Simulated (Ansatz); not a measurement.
# Si3O8: what a guessed cell relaxes into

Where does this trial cell of Si3O8 go when cell and atoms are let free?

Computed with Ansatz 0.2.0 (DFT PBE, scalar-relativistic, plane waves, PAW, unless a step's input says otherwise).

## (1) The starting structure

Symmetry: P4/mbm, No. 127, tetragonal system. The conventional cell has a = 9.011 Å, b = 9.011 Å, c = 3.571 Å, α = 90.00°, β = 90.00°, γ = 90.00°. Around Si (site symmetry 4/m) lie 6 O at 1.75 to 1.79 Å. Si (site symmetry m2m) has 5 O at 1.74 to 1.79 Å as nearest neighbours. O (site symmetry 4/m) has 2 Si at 1.79 Å as nearest neighbours. Around O (site symmetry m) lie 2 Si at 1.75 Å. Around O (site symmetry m2m) lie 2 Si at 1.79 Å. Around O (site symmetry mmm) lie 2 Si at 1.74 Å.

Coordinates:

```
CELL_PARAMETERS angstrom
9.01140 0.00000 0.00000
0.00000 9.01140 0.00000
0.00000 0.00000 3.57148
ATOMIC_POSITIONS crystal
Si 0.50000 0.50000 0.00000
Si 0.00000 0.00000 0.00000
Si 0.86318 0.63682 0.00000
Si 0.13682 0.36318 0.00000
Si 0.63682 0.13682 0.00000
Si 0.36318 0.86318 0.00000
O 0.50000 0.50000 0.50000
O 0.68159 0.56841 0.00000
O 0.31841 0.43159 0.00000
O 0.56841 0.31841 0.00000
O 0.43159 0.68159 0.00000
O 0.00000 0.00000 0.50000
O 0.93159 0.81841 0.00000
O 0.06841 0.18159 0.00000
O 0.81841 0.06841 0.00000
O 0.18159 0.93159 0.00000
O 0.86318 0.63682 0.50000
O 0.00000 0.50000 0.00000
O 0.13682 0.36318 0.50000
O 0.63682 0.13682 0.50000
O 0.50000 0.00000 0.00000
O 0.36318 0.86318 0.50000
```

Recipe of the guess: 5-, 6-connected net, bridging atoms on its edges (P4/mbm, No. 127). Lengths come from tabulated atomic sizes and are only a guess.

## (2) A first look at the guess

The input, input.yaml:

```yaml
crystal:
  lattice:
    - [9.0114044, 0.0, 0.0]
    - [0.0, 9.0114044, 0.0]
    - [0.0, 0.0, 3.57147576]
  atoms:
    - { symbol: Si, position: [0.5, 0.5, 0.0] }
    - { symbol: Si, position: [0.0, 0.0, 0.0] }
    - { symbol: Si, position: [0.86317998, 0.63682002, 0.0] }
    - { symbol: Si, position: [0.13682002, 0.36317998, 0.0] }
    - { symbol: Si, position: [0.63682002, 0.13682002, 0.0] }
    - { symbol: Si, position: [0.36317998, 0.86317998, 0.0] }
    - { symbol: O, position: [0.5, 0.5, 0.5] }
    - { symbol: O, position: [0.68158999, 0.56841001, 0.0] }
    - { symbol: O, position: [0.31841001, 0.43158999, 0.0] }
    - { symbol: O, position: [0.56841001, 0.31841001, 0.0] }
    - { symbol: O, position: [0.43158999, 0.68158999, 0.0] }
    - { symbol: O, position: [0.0, 0.0, 0.5] }
    - { symbol: O, position: [0.93158999, 0.81841001, 0.0] }
    - { symbol: O, position: [0.06841001, 0.18158999, 0.0] }
    - { symbol: O, position: [0.81841001, 0.06841001, 0.0] }
    - { symbol: O, position: [0.18158999, 0.93158999, 0.0] }
    - { symbol: O, position: [0.86317998, 0.63682002, 0.5] }
    - { symbol: O, position: [0.0, 0.5, 0.0] }
    - { symbol: O, position: [0.13682002, 0.36317998, 0.5] }
    - { symbol: O, position: [0.63682002, 0.13682002, 0.5] }
    - { symbol: O, position: [0.5, 0.0, 0.0] }
    - { symbol: O, position: [0.36317998, 0.86317998, 0.5] }
basis:
  ecutwfc: 420
kpoints:
  mp_grid: { grid: [2, 2, 6] }
hamiltonian:
  xc: pbe
scf:
  occupations: { method: gaussian, width: 0.1 }
  lower_state_search: "off"
output:
  forces: true
  stress: true
  eigenvalues: true
```

Run with:

```sh
$ ansatz run input.yaml --threads 1 --pin off --max-ram 2560MiB --backend cpu --events-out ev --progress --plain --runs-dir out
```

The session goes on with these runs: spin check on a coarse mesh; a loose first relaxation; relaxation on the finer mesh.

**Question.** What will these runs give? Wanted: conventional cell; volume; energy over the elements; gap on the mesh; total moment.

As calculated:

| quantity | value |
| --- | --- |
| symmetry at the end (tolerance 0.05 Å) | space group P4/mbm (No. 127) |
| conventional cell | a = 8.709 Å, b = 8.709 Å, c = 3.467 Å, α = 90.00°, β = 90.00°, γ = 90.00° |
| volume | 11.95 Å³/atom |
| energy over the elements (uncorrected; H, N, O, F and Cl as molecules) | -1.71 eV/atom |
| gap on the mesh | none (metal) |
| total moment | 6.07 μB/cell |

In words: The space group P4/mbm (No. 127) is kept, and the volume per atom shrinks by 9.3 % from the first guess. A negative formation energy is needed for stability but isn't enough; other structures and compounds were not set against it here. No finished test with a distortion of lower symmetry is shown, so the end may be a saddle point. Other magnetic orders were not searched.
